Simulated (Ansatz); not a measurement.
# SrCd: the cost of one run

Program: Ansatz 0.2.0, driven from Python. Level of theory: DFT PBEsol, plane waves, PAW. These are calculated values, not measurements.

**1. Starting point**

Symmetry: Pm-3m, No. 221, cubic system. The conventional cell has a = 4.003 Å, b = 4.003 Å, c = 4.003 Å, α = 90.00°, β = 90.00°, γ = 90.00°. Around Sr (site symmetry m-3m) lie 8 Cd at 3.47 Å. Cd (site symmetry m-3m) is surrounded by 8 Sr at 3.47 Å.

The script holds or builds the structure itself.

**2. The code**

The input, eos_srcd.py:

```python
import ansatz as az
import numpy as np
from scipy.optimize import curve_fit

vectors0 = np.array([
    [4.003, 0.0, 0.0],
    [0.0, 4.003, 0.0],
    [0.0, 0.0, 4.003],
])
sites = [
    ('Sr', (0.5, 0.5, 0.5)),
    ('Cd', (0.0, 0.0, 0.0)),
]


def build(cell):
    crystal = az.Crystal(lattice=az.Lattice.of(cell))
    for symbol, position in sites:
        crystal = crystal.atom(symbol, position)
    return crystal

def vinet(v, e0, v0, b0, b1):
    eta = (v / v0) ** (1 / 3)
    return e0 + 2 * b0 * v0 / (b1 - 1) ** 2 * (2 - (5 + 3 * b1 * (eta - 1) - 3 * eta) * np.exp(-1.5 * (b1 - 1) * (eta - 1)))

volumes, energies = [], []
for scale in np.linspace(0.9, 1.1, 9):
    cell = vectors0 * scale ** (1 / 3)
    job = build(cell).calculation()
    job = job.functional('pbesol')
    job = job.basis(450)
    job = job.occupations('cold', width=0.1)
    job = job.kpoints(7, 7, 7)
    r = job.run().report
    volumes.append(abs(np.linalg.det(cell)) / len(sites))
    energies.append(r['free_energy_ev'] / len(sites))
    print(f'V = {volumes[-1]:8.4f} A^3/atom  F = {energies[-1]:.5f} eV/atom')

guess = (min(energies), volumes[int(np.argmin(energies))], 0.5, 4.5)
(e0, v0, b0, b1), _ = curve_fit(vinet, np.array(volumes), np.array(energies), p0=guess, maxfev=20000)
print(f'Vinet fit: V0 = {v0:.4f} A^3/atom, B0 = {160.21766 * b0:.1f} GPa, B1 = {b1:.2f}')
print('largest residual', round(1000 * float(np.abs(vinet(np.array(volumes), e0, v0, b0, b1) - energies).max()), 3), 'meV/atom')
```

**3. The run**

Started as:

```sh
> python eos_srcd.py
```

**Question.** How long does this script take on 1 thread of Arm Neoverse V1, shared host, and how much memory does it need?

About 12 s, with a peak of 0.41 GiB.
